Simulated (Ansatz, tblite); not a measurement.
# C10H30Si4: rung by rung

One table from this session's results is given with a row withheld; the runs are named, their logs left out.

The runs use Ansatz 0.2.0, Gaussian basis; as each input shows.

Plan: GFN1-xTB, GFN2-xTB, PBE-D4/def2-TZVP, r2SCAN-D4/def2-TZVP, B3LYP-D4/def2-TZVP, r2SCANh-D4/def2-TZVP, HF/def2-TZVP, PBE-D4/def2-SVP, PBE0-D4/def2-SVP, HF/6-31G, B3LYP-D4/6-31G, MP2/def2-TZVP, RPA/def2-TZVP.

### The relaxed structure

The singlet was relaxed beforehand with PBE-D4/def2-SVP.

SMILES `CC[SiH](C)C[SiH](C)C[SiH](C)C[SiH](C)C`, 44 atoms, charge 0, spin multiplicity 1.

Bond lengths: C1–C2 1.535 Å, C1–H15 1.110 Å, C1–H16 1.110 Å, C1–H17 1.110 Å, C2–Si3 1.904 Å, C2–H18 1.113 Å, C2–H19 1.113 Å, Si3–C4 1.893 Å, Si3–C5 1.898 Å, Si3–H20 1.512 Å, C4–H21 1.109 Å, C4–H22 1.110 Å, C4–H23 1.109 Å, C5–Si6 1.897 Å, C5–H24 1.113 Å, C5–H25 1.113 Å, Si6–C7 1.891 Å, Si6–C8 1.897 Å and more. Angles: C2–C1–H15 111.6°, C2–C1–H16 111.7°, C2–C1–H17 112.1°, H15–C1–H16 107.0°, H15–C1–H17 107.1°, H16–C1–H17 107.0°, C1–C2–Si3 114.7°, C1–C2–H18 110.5°, C1–C2–H19 110.4°, Si3–C2–H18 107.6°, Si3–C2–H19 107.6°, H18–C2–H19 105.5°, C2–Si3–C4 110.5°, C2–Si3–C5 110.7°, C2–Si3–H20 107.7°, C4–Si3–C5 109.8°, C4–Si3–H20 108.8°, C5–Si3–H20 109.3° and more.

PBE0-D4/def2-TZVP was run before; its log isn't repeated, and its numbers join the tables.

Set-up of the first run:

Tight binding, by tblite at 300 K electronic temperature and without a spin-polarisation term:

```python
tblite.interface.Calculator('GFN1-xTB', numbers, positions, charge=0, uhf=0).singlepoint()
```

Tight binding, by tblite at 300 K electronic temperature and without a spin-polarisation term:

```python
tblite.interface.Calculator('GFN2-xTB', numbers, positions, charge=0, uhf=0).singlepoint()
```

start.molden holds the orbitals of an earlier run on this state, given as this run's starting guess.

in.yaml

```yaml
crystal:
  periodic: [false, false, false]
  atoms:
    - {symbol: C, position_ang: [-4.826681, -2.835761, -0.666466]}
    - {symbol: C, position_ang: [-5.178648, -1.355828, -0.870400]}
    - {symbol: Si, position_ang: [-4.051738, -0.134232, 0.058048]}
    - {symbol: C, position_ang: [-4.198845, -0.384872, 1.928936]}
    - {symbol: C, position_ang: [-2.243753, -0.349952, -0.477764]}
    - {symbol: Si, position_ang: [-1.051067, 1.020297, 0.067978]}
    - {symbol: C, position_ang: [-1.447914, 2.624716, -0.850411]}
    - {symbol: C, position_ang: [0.751256, 0.520476, -0.249554]}
    - {symbol: Si, position_ang: [2.067753, 1.639359, 0.534209]}
    - {symbol: C, position_ang: [2.080791, 1.396756, 2.409707]}
    - {symbol: C, position_ang: [3.793595, 1.297223, -0.177242]}
    - {symbol: Si, position_ang: [4.399747, -0.500148, -0.149301]}
    - {symbol: C, position_ang: [6.288489, -0.557255, -0.275336]}
    - {symbol: C, position_ang: [3.637866, -1.487711, -1.574464]}
    - {symbol: H, position_ang: [-3.793634, -3.060370, -1.005445]}
    - {symbol: H, position_ang: [-4.888190, -3.129374, 0.402299]}
    - {symbol: H, position_ang: [-5.507731, -3.508870, -1.228204]}
    - {symbol: H, position_ang: [-6.226061, -1.156245, -0.551818]}
    - {symbol: H, position_ang: [-5.141467, -1.093024, -1.950950]}
    - {symbol: H, position_ang: [-4.509858, 1.265532, -0.284311]}
    - {symbol: H, position_ang: [-5.245303, -0.245672, 2.269438]}
    - {symbol: H, position_ang: [-3.878616, -1.407281, 2.217906]}
    - {symbol: H, position_ang: [-3.560098, 0.336175, 2.478122]}
    - {symbol: H, position_ang: [-1.878682, -1.323727, -0.081938]}
    - {symbol: H, position_ang: [-2.197724, -0.422132, -1.587732]}
    - {symbol: H, position_ang: [-1.231037, 1.249677, 1.552430]}
    - {symbol: H, position_ang: [-1.324619, 2.485299, -1.944720]}
    - {symbol: H, position_ang: [-0.771832, 3.443691, -0.532961]}
    - {symbol: H, position_ang: [-2.493130, 2.943137, -0.663754]}
    - {symbol: H, position_ang: [0.908557, -0.513790, 0.129893]}
    - {symbol: H, position_ang: [0.905309, 0.483226, -1.350909]}
    - {symbol: H, position_ang: [1.714981, 3.080849, 0.238866]}
    - {symbol: H, position_ang: [2.362364, 0.355301, 2.667845]}
    - {symbol: H, position_ang: [2.809235, 2.078112, 2.894961]}
    - {symbol: H, position_ang: [1.080016, 1.600046, 2.841964]}
    - {symbol: H, position_ang: [4.515627, 1.922128, 0.394742]}
    - {symbol: H, position_ang: [3.833522, 1.660251, -1.228185]}
    - {symbol: H, position_ang: [3.991463, -1.146351, 1.156211]}
    - {symbol: H, position_ang: [6.659670, -1.602558, -0.258578]}
    - {symbol: H, position_ang: [6.632412, -0.087777, -1.220240]}
    - {symbol: H, position_ang: [6.763611, -0.013961, 0.566776]}
    - {symbol: H, position_ang: [3.904801, -1.032390, -2.550959]}
    - {symbol: H, position_ang: [2.532706, -1.521299, -1.505082]}
    - {symbol: H, position_ang: [4.012859, -2.531677, -1.573585]}
basis:
  gaussian: {orbitals: def2-TZVP, fitting: {mean_field: def2-universal-jkfit}, initial_orbitals: start.molden}
hamiltonian: {xc: pbe, dispersion: d4}
scf: {omitted_lower_state_checks: [starts]}
output: {forces: true, orbitals: {seedname: orbitals}}
```

Run with:

```
> ansatz run in.yaml --threads 2 --pin off --events-out ev --progress --plain --max-ram 22528MiB --backend cuda --devices 0, --max-vram 18GiB
```

Among the steps run: PBE-D4/def2-TZVP; r2SCAN-D4/def2-TZVP; B3LYP-D4/def2-TZVP; r2SCANh-D4/def2-TZVP; HF/def2-TZVP; PBE-D4/def2-SVP; PBE0-D4/def2-SVP; HF/6-31G; B3LYP-D4/6-31G; MP2/def2-TZVP; RPA/def2-TZVP.

One table of the session follows, with a row left open; its other results are not shown here.

It belongs to the step «Binding energy». 

| level | binding an atom (eV) |
| --- | --- |
| HF/6-31G | 2.813 |
| HF/def2-TZVP | 2.998 |
| PBE-D4/def2-SVP | 3.978 |
| PBE-D4/def2-TZVP | 3.963 |
| r2SCAN-D4/def2-TZVP | 3.934 |
| r2SCANh-D4/def2-TZVP | ? |
| B3LYP-D4/6-31G | 3.807 |
| B3LYP-D4/def2-TZVP | 3.925 |
| PBE0-D4/def2-SVP | 3.955 |
| PBE0-D4/def2-TZVP | 3.937 |
| MP2/def2-TZVP | 3.811 |

**Question.** Estimate the row for r2SCANh-D4/def2-TZVP.

As computed: binding an atom (eV): 3.924. In the column «binding an atom (eV)» it lies between MP2/def2-TZVP (3.811) and B3LYP-D4/def2-TZVP (3.925).

Caveats from the session: Free atoms were run apart at each level; binding is atoms less cluster, divided by the number of atoms, without zero-point or spin-orbit terms.
